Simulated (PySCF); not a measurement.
# H5OTl (Tl(H)3(H2O)): the cost of one run

The runs use PySCF 2.14.0; PBE0, Tl def2-SVP with ECP60, H def2-SVP, O def2-SVP; scalar-relativistic core potentials, no spin–orbit coupling.

1 further run of the same task is left out (for a known fault of the program).

**1. The system as given**

7 atoms, charge 0, spin multiplicity 1.

Bond lengths: Tl1–H2 1.970 Å, Tl1–H3 1.970 Å, Tl1–H4 1.970 Å, Tl1–O5 2.230 Å, O5–H6 0.970 Å, O5–H7 0.970 Å. Angles: H2–Tl1–H3 109.5°, H2–Tl1–H4 109.5°, H2–Tl1–O5 109.5°, H3–Tl1–H4 109.5°, H3–Tl1–O5 109.5°, H4–Tl1–O5 109.5°, Tl1–O5–H6 127.5°, Tl1–O5–H7 127.5°, H6–O5–H7 105.1°.

As a file:

```
atom     x (Å)     y (Å)     z (Å)
 Tl1   0.00000   0.00000   0.00000
  H2   1.13740   1.13740   1.13740
  H3  -1.13740  -1.13740   1.13740
  H4   1.13740  -1.13740  -1.13740
  O5  -1.28750   1.28750  -1.28750
  H6  -1.62810   2.17260  -1.08370
  H7  -1.62810   1.08370  -2.17260
```

Formal oxidation states: Tl +3.

**2. SCF at the start, singlet**

The input, run.py (the lines that set the calculation):

```python
mol = gto.M(atom='''
Tl     0.00000     0.00000     0.00000
H      1.13740     1.13740     1.13740
H     -1.13740    -1.13740     1.13740
H      1.13740    -1.13740    -1.13740
O     -1.28750     1.28750    -1.28750
H     -1.62810     2.17260    -1.08370
H     -1.62810     1.08370    -2.17260''',
    basis={'Tl': 'def2-SVP', 'H': 'def2-SVP', 'O': 'def2-SVP'},
    ecp={'Tl': 'def2-SVP'},
    charge=0, spin=0)
mf = dft.RKS(mol, xc='PBE0')
mf.grids.atom_grid = (50, 194)
mf = mf.density_fit()  # fitting sets: Tl def2-universal-JKFIT, H def2-universal-JKFIT, O def2-universal-JKFIT
mf.conv_tol = 1e-08; mf.max_cycle = 55
mf.kernel(dm0)  # dm0: free metal ions and neutral atoms
```

Launch:

```sh
> OMP_NUM_THREADS=2 python run.py
```

What time and memory should one allow on 2 threads of Arm Neoverse V2, shared host?

About 1.1 s, with a peak of 0.38 GiB.
